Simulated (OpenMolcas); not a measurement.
**One shape, several levels: CH7NOSi (SMILES OCN[SiH3])**

We compute a comparison of 6 runs (B2PLYP/cc-pVDZ, BHLYP/cc-pVDZ, M06-L/cc-pVDZ, PBE/cc-pVDZ, SVWN5/cc-pVDZ, TPSS/cc-pVDZ) of CH7NOSi. 

Program for the calculation: OpenMolcas 26.06.

1 further run of the same task is left out (set aside as unsound or not needed).

## Step 1: The molecule

The species is CH7NOSi (11 atoms), meant as a singlet with charge 0. SMILES: `OCN[SiH3]`. Geometry: relaxed at PBE0-D4/def2-TZVP. This is one conformer, not always the lowest.

Bond lengths: O1–C2 1.405 Å, C2–N3 1.432 Å, N3–Si4 1.720 Å, O1–H5 0.962 Å, C2–H6 1.095 Å, C2–H7 1.100 Å, N3–H8 1.009 Å, Si4–H9 1.487 Å, Si4–H10 1.492 Å, Si4–H11 1.485 Å. Some angles: O1–C2–N3 112.6°, C2–N3–Si4 124.6°, O1–C2–H6 104.7°, O1–C2–H7 111.2°, N3–C2–H6 112.6°, N3–C2–H7 107.8°, C2–O1–H5 107.2°, C2–N3–H8 113.6°, Si4–N3–H8 119.4°, N3–Si4–H9 108.0°.

## Step 2: A single-point energy at B2PLYP/cc-pVDZ (run 1)

File run.inp:

```
>>> EXPORT MOLCAS_PRINT=2

&GATEWAY
  BasLib=$CurrDir
  Coord
  11
  bohr
  O     -2.28278916     3.41756970    -1.26309294
  C     -0.01851932     2.26351395    -0.49246263
  N      0.04062911    -0.38607105    -1.04350677
  Si     0.89289559    -2.69456048     1.07941156
  H     -3.64849423     2.43982540    -0.56559503
  H      1.46812823     3.31287887    -1.47644302
  H      0.28497070     2.49557232     1.55033131
  H      0.06273891    -0.77573257    -2.90961131
  H     -0.40194475    -2.15523265     3.51507956
  H      3.65548622    -2.86387994     1.62157399
  H      0.07010884    -5.16197588     0.02399952
  Basis=cc-pVDZ
  Group=NoSym

&SEWARD
  GridInput
  Grid=UltraFine
  End of Grid

&SCF
  KSDFT=B2PLYP_SCF
  Thresholds=1e-10 1e-07 1e-07 1e-05
  PrOrbitals=0

&MBPT2
  Frozen=8
```

The basis set cc-pVDZ is read from a file made from the Basis Set Exchange's data (not shown).

Run with:

```
$ export MOLCAS_MEM=1860
$ pymolcas run.inp > run.log
```

The log of the run:

```text
--- Start Module: gateway ---
[...]
--- Stop Module: gateway /rc=_RC_ALL_IS_WELL_ ---
[...]
      Basis functions           95
[...]
--- Start Module: scf ---
[...]
       Convergence after  13 Iterations
[...]
::    Total KS-DFT energy                            -461.2869340201
[...]
      Total spin, S                                     0.0000000000
[...]
      Total electronic charge=   42.000000
      Total            charge=   -0.000000
[...]
      Dipole Moment (debye):
      Origin of the operator (angstrom)=   -0.0665   -0.0116   -0.0601
                   X=  1.3725E-01               Y= -8.3934E-01               Z=  8.3689E-03           Total=  8.5053E-01
      Quadrupole Moment (debye*angstrom):
[...]
--- Stop Module: scf /rc=_RC_ALL_IS_WELL_ ---
[...]
--- Start Module: mbpt2 ---
[...]
 ###    WARNING: MP2 implementation intended for RHF references only         ###
 ###############################################################################
MBPT2 WARNING: Reference function according to RunFile:KS-DFT
I'll assume you know what you're doing and continue
WARNING!
Default frozen orbitals as non valence orbitals is overwritten by user input.
Default values:   5
[...]
       Reference weight ( Cref**2 )         =        0.77655
::    Total MBPT2 energy                             -462.0203758861
[...]
      Total MBPT2 calculations                           0.46      0.52
--- Stop Module: mbpt2 /rc=_RC_ALL_IS_WELL_ ---
[...]
```

Run time: 52 s. Hardware: 1 thread of Intel Xeon Platinum 8259CL at 2.50GHz (Skylake/Cascade Lake), shared host; peak memory 0.53 GiB.

## Step 3: Energy and forces at BHLYP/cc-pVDZ (run 2)

File geom.xyz:

```xyz
11

O     -1.208000     1.808500    -0.668400
C     -0.009800     1.197800    -0.260600
N      0.021500    -0.204300    -0.552200
Si     0.472500    -1.425900     0.571200
H     -1.930700     1.291100    -0.299300
H      0.776900     1.753100    -0.781300
H      0.150800     1.320600     0.820400
H      0.033200    -0.410500    -1.539700
H     -0.212700    -1.140500     1.860100
H      1.934400    -1.515500     0.858100
H      0.037100    -2.731600     0.012700
```

File job.inp:

```
* CH7NOSi Kohn-Sham DFT

&gateway
 baslib=$CurrDir
 coord=geom.xyz
 basis=cc-pVDZ
 group=NoSym

&seward
 gridinput
 Grid=UltraFine
 End of Grid

&scf
 ksdft=HYB_GGA_XC_BHANDHLYP
 thresholds=1e-10 1e-07 1e-07 1e-05
 prorbitals=1 2

&alaska
```

The basis set cc-pVDZ is read from a file made from the Basis Set Exchange's data (not shown).

Run with:

```
$ export MOLCAS_MEM=1860
$ pymolcas job.inp > job.log
```

The log of the run:

```text
--- Start Module: gateway ---
[...]
--- Stop Module: gateway /rc=_RC_ALL_IS_WELL_ ---
[...]
      Basis functions           95
[...]
--- Start Module: scf ---
[...]
       Convergence after  13 Iterations
[...]
::    Total KS-DFT energy                            -461.6903753448
[...]
      Total spin, S                                     0.0000000000
[...]
      Total electronic charge=   42.000000
      Total            charge=   -0.000000
[...]
      Dipole Moment (debye):
      Origin of the operator (angstrom)=   -0.0665   -0.0116   -0.0601
                   X=  1.3939E-01               Y= -8.5103E-01               Z=  1.5164E-02           Total=  8.6250E-01
      Quadrupole Moment (debye*angstrom):
[...]
--- Stop Module: scf /rc=_RC_ALL_IS_WELL_ ---
[...]
--- Start Module: alaska ---
[...]
 *              Molecular gradients               *
 **************************************************
  Irreducible representation: a
 ------------------------------------------------------------------------------------------
                              X                       Y                       Z
 ------------------------------------------------------------------------------------------
  O1               -5.85258958808232E-04    4.56108491789564E-03   -2.44460183079109E-03
  C2                4.82449454521605E-03   -2.89202334903660E-03    1.09814837038913E-03
  N3                2.69146782324525E-03   -6.69054179966722E-03    6.33923907334122E-03
  SI4              -2.75115964034267E-03    7.61026060149561E-03   -6.02827708700993E-03
  H5               -4.04600508425990E-03   -2.37353221996228E-03    1.67011629300351E-03
  H6                5.25391893235749E-06   -1.17923136011555E-06   -1.10574789227158E-04
  H7               -1.84029195446467E-04   -3.44680885295379E-04    3.80232779900957E-04
  H8                7.75816798738865E-05   -3.71609299268272E-04   -7.42955421117131E-04
[...]
--- Stop Module: alaska /rc=_RC_ALL_IS_WELL_ ---
[...]
```

It took 78 s on 1 thread of Intel Xeon Platinum 8259CL at 2.50GHz (Skylake/Cascade Lake), shared host; peak memory 0.53 GiB.

## Step 4: Energy and gradient at M06-L/cc-pVDZ (run 3)

File mol.input:

```
* CH7NOSi Kohn-Sham DFT

&GATEWAY
  BasLib=$CurrDir
  Coord
  11
  angstrom
  O       -1.208000       1.808500      -0.668400
  C       -0.009800       1.197800      -0.260600
  N        0.021500      -0.204300      -0.552200
  Si       0.472500      -1.425900       0.571200
  H       -1.930700       1.291100      -0.299300
  H        0.776900       1.753100      -0.781300
  H        0.150800       1.320600       0.820400
  H        0.033200      -0.410500      -1.539700
  H       -0.212700      -1.140500       1.860100
  H        1.934400      -1.515500       0.858100
  H        0.037100      -2.731600       0.012700
  Basis=cc-pVDZ
  Group=NoSym

&SEWARD
  GridInput
  Grid=UltraFine
  End of Grid

&SCF
  KSDFT=M06L
  Thresholds=1e-10 1e-07 1e-07 1e-05
  PrOrbitals=1 1

&ALASKA
```

The basis set cc-pVDZ is read from a file made from the Basis Set Exchange's data (not shown).

Run with:

```
$ export MOLCAS_MEM=1860
$ pymolcas mol.input > mol.log
```

The log of the run:

```text
--- Start Module: gateway ---
[...]
--- Stop Module: gateway /rc=_RC_ALL_IS_WELL_ ---
[...]
      Basis functions           95
[...]
--- Start Module: scf ---
[...]
       Convergence after  14 Iterations
[...]
::    Total KS-DFT energy                            -461.7660531110
[...]
      Total spin, S                                     0.0000000000
[...]
      Total electronic charge=   42.000000
      Total            charge=   -0.000000
[...]
      Dipole Moment (debye):
      Origin of the operator (angstrom)=   -0.0665   -0.0116   -0.0601
                   X=  2.3638E-02               Y= -7.6297E-01               Z= -8.1460E-02           Total=  7.6767E-01
      Quadrupole Moment (debye*angstrom):
[...]
--- Stop Module: scf /rc=_RC_ALL_IS_WELL_ ---
[...]
--- Start Module: alaska ---
[...]
 *              Molecular gradients               *
 **************************************************
  Irreducible representation: a
 ------------------------------------------------------------------------------------------
                              X                       Y                       Z
 ------------------------------------------------------------------------------------------
  O1               -1.73579489042286E-03   -6.08462341238436E-03    5.46938236029337E-03
  C2                6.65358480100187E-03    1.28386938330749E-03    1.88787367813914E-03
  N3                4.13177485156924E-03   -6.17740182943050E-03    3.05491862808172E-03
  SI4              -3.95350364533442E-03    9.26260256720290E-03   -7.45487588242977E-03
  H5                1.78255237104885E-03    3.42237112692034E-03   -2.82161203739317E-03
  H6               -3.34126858823014E-03   -3.60685759475832E-03    1.65132389237987E-03
  H7               -2.71430600830136E-03    7.17342238443219E-05   -5.44393833045032E-03
  H8               -1.33688374845037E-04    2.04563066464214E-04    5.50809059394108E-03
[...]
--- Stop Module: alaska /rc=_RC_ALL_IS_WELL_ ---
[...]
```

Run time: 1.7 min. Hardware: 1 thread of Intel Xeon Platinum 8259CL at 2.50GHz (Skylake/Cascade Lake), shared host; peak memory 0.52 GiB.

Runs 4 to 5 aren't shown in full; the table further down has their settings and results.

## Step 5: Energy and forces at TPSS/cc-pVDZ (run 6)

geom.xyz is that of step 3.

File calc.input:

```
* CH7NOSi Kohn-Sham DFT

&GATEWAY
  BasLib = $CurrDir
  Coord = geom.xyz
  Basis = cc-pVDZ
  Group = NoSym

&SEWARD
  GridInput
  Grid=UltraFine
  End of Grid

&SCF
  KSDFT = 2
  1.0 MGGA_X_TPSS
  1.0 MGGA_C_TPSS
  Thresholds = 1e-10 1e-07 1e-07 1e-05
  PrOrbitals = 1

&ALASKA
```

The basis set cc-pVDZ is read from a file made from the Basis Set Exchange's data (not shown).

Run with:

```
$ export MOLCAS_MEM=1860
$ pymolcas calc.input > calc.log
```

The log of the run:

```text
--- Start Module: gateway ---
[...]
--- Stop Module: gateway /rc=_RC_ALL_IS_WELL_ ---
[...]
      Basis functions           95
[...]
--- Start Module: scf ---
[...]
       Convergence after  14 Iterations
[...]
::    Total KS-DFT energy                            -461.8373117083
[...]
      Total spin, S                                     0.0000000000
[...]
      Total electronic charge=   42.000000
      Total            charge=   -0.000000
[...]
      Dipole Moment (debye):
      Origin of the operator (angstrom)=   -0.0665   -0.0116   -0.0601
                   X= -5.0354E-04               Y= -6.3168E-01               Z= -1.3307E-01           Total=  6.4554E-01
      Quadrupole Moment (debye*angstrom):
[...]
--- Stop Module: scf /rc=_RC_ALL_IS_WELL_ ---
[...]
--- Start Module: alaska ---
[...]
 *              Molecular gradients               *
 **************************************************
  Irreducible representation: a
 ------------------------------------------------------------------------------------------
                              X                       Y                       Z
 ------------------------------------------------------------------------------------------
  O1               -3.46090433776425E-04   -1.61353462216205E-02    1.29059807572487E-02
  C2               -9.67023924425270E-04   -3.22102836724358E-03   -3.33857095287859E-03
  N3                5.05118937047078E-03   -2.37517049053126E-03    2.65486264999648E-03
  SI4              -4.70652203953659E-03    1.08612484619037E-02   -9.38215515249574E-03
  H5                9.98979166166603E-03    9.03363551137470E-03   -6.82811385848670E-03
  H6               -5.03870015774188E-03   -4.58669127203803E-03    3.88730396810555E-03
  H7               -2.55036135944076E-03    2.30574217029655E-04   -8.29121837804792E-03
  H8               -5.99160132778720E-05    2.30343250709142E-03    1.17475193828680E-02
[...]
--- Stop Module: alaska /rc=_RC_ALL_IS_WELL_ ---
[...]
```

Wall time 1.7 min (1 thread of Intel Xeon Platinum 8259CL at 2.50GHz (Skylake/Cascade Lake), shared host); peak memory 0.53 GiB.

## Step 6: All runs side by side

```csv
run,level,task,frozen core orbitals,energy (Eh),dipole moment (D),HOMO energy (eV),LUMO energy (eV),wall time
1,B2PLYP/cc-pVDZ,energy,8,-461.484963,0.85,-8.28,2.11,52 s
2,BHLYP/cc-pVDZ,gradient,–,-461.690375,0.86,-8.33,1.80,78 s
3,M06-L/cc-pVDZ,gradient,–,-461.766053,0.77,-5.83,0.76,1.7 min
4,PBE/cc-pVDZ,gradient,–,-461.421967,0.66,-5.52,0.06,77 s
5,SVWN5/cc-pVDZ,gradient,–,-459.230270,0.73,-5.61,-0.19,55 s
6,TPSS/cc-pVDZ,gradient,–,-461.837312,0.65,-5.64,0.32,1.7 min
```

## Step 7: Summary of results

```
                       quantity          value
            run 6: total energy  -461.83731 Eh
           run 6: dipole moment         0.65 D
             run 6: HOMO energy       -5.64 eV
             run 6: LUMO energy        0.32 eV
           run 6: HOMO–LUMO gap        5.96 eV
run 6: largest force on an atom     1.063 eV/Å
```

The dipole moment (its size) runs from 0.65 D (TPSS/cc-pVDZ) to 0.86 D (BHLYP/cc-pVDZ). The HOMO–LUMO gap runs from 5.43 eV (SVWN5/cc-pVDZ) to 10.39 eV (B2PLYP/cc-pVDZ). A double hybrid's value is that of its SCF part. For B2PLYP the log adds the whole second-order term; the table takes 0.27 of it, as the functional is defined. Totals of different functionals can't be ranked against each other. All runs together took 7.8 min, the longest 1.7 min.
